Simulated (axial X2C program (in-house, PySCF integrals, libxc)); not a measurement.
# Linear HfNC⁺ at several levels

One table from this session's results is given with a row withheld; the runs are named, their logs left out.

Computed with an in-house X2C program for linear molecules on PySCF integrals. Level: all-electron X2C, two-component (2c) or spin-free, Hf dyall-v3z, N dyall-av3z, C dyall-v3z.

All values are calculated.

2 further runs of the same task are left out: 2 set aside as unsound or not needed.

Set-up of the first run:

Contents of task.json:

```json
{"zs": [72, 7, 6], "q": 1, "bas": ["dyall-v3z", "dyall-av3z", "dyall-v3z"], "r0": [2.18, 1.17], "symm": 0, "scan": ["PBE0", "HF", "r2SCAN"], "levels": ["PBE0", "HF", "B3LYP"], "nst": 2}
```

Keys: zs atomic numbers; q charge; bas basis sets; r0 starting distance in Å; symm equal bonds; scan levels of the two-bond scan (MP2 follows by itself at each HF point); levels methods; nst determinants followed.

Run with:

```sh
$ python solin.py task.json out
```

Masses Hf 179.947, N 14.003, C 12.000 u.

Among the steps run: Scan at PBE0, 2c; Scan at HF, 2c; Scan at r2SCAN, 2c.

One of the session's tables, all rows but one given; the rest of the session is left out.

```
            level  r(Hf–N) (Å)  r(N–C) (Å)  lower stretch (cm⁻¹)  upper stretch (cm⁻¹)
         PBE0, 2c        1.950       1.195                 545.9                2023.2
           HF, 2c            ?           ?                     ?                     ?
       r2SCAN, 2c        1.950       1.199                 542.0                1991.9
          MP2, 2c        1.970       1.205                 536.2                1971.1
  PBE0, spin-free        1.951       1.195                 547.8                2022.7
    HF, spin-free        1.986       1.173                 542.8                2158.5
r2SCAN, spin-free        1.951       1.199                 543.7                1991.7
   MP2, spin-free        1.970       1.205                 538.6                1969.9
```

Estimate the missing values for HF, 2c.

**Answer.** r(Hf–N) (Å): 1.985; r(N–C) (Å): 1.173; lower stretch (cm⁻¹): 540.7; upper stretch (cm⁻¹): 2159.5. In the column «r(Hf–N) (Å)» it lies between MP2, spin-free (1.970) and HF, spin-free (1.986).

Scans not shown above were run alike.

Caveats from the session: The molecule was held linear; bending was not examined, so a bent shape may lie lower. Note: functional without a current term on a determinant with orbital currents, of the molecule or an atom.
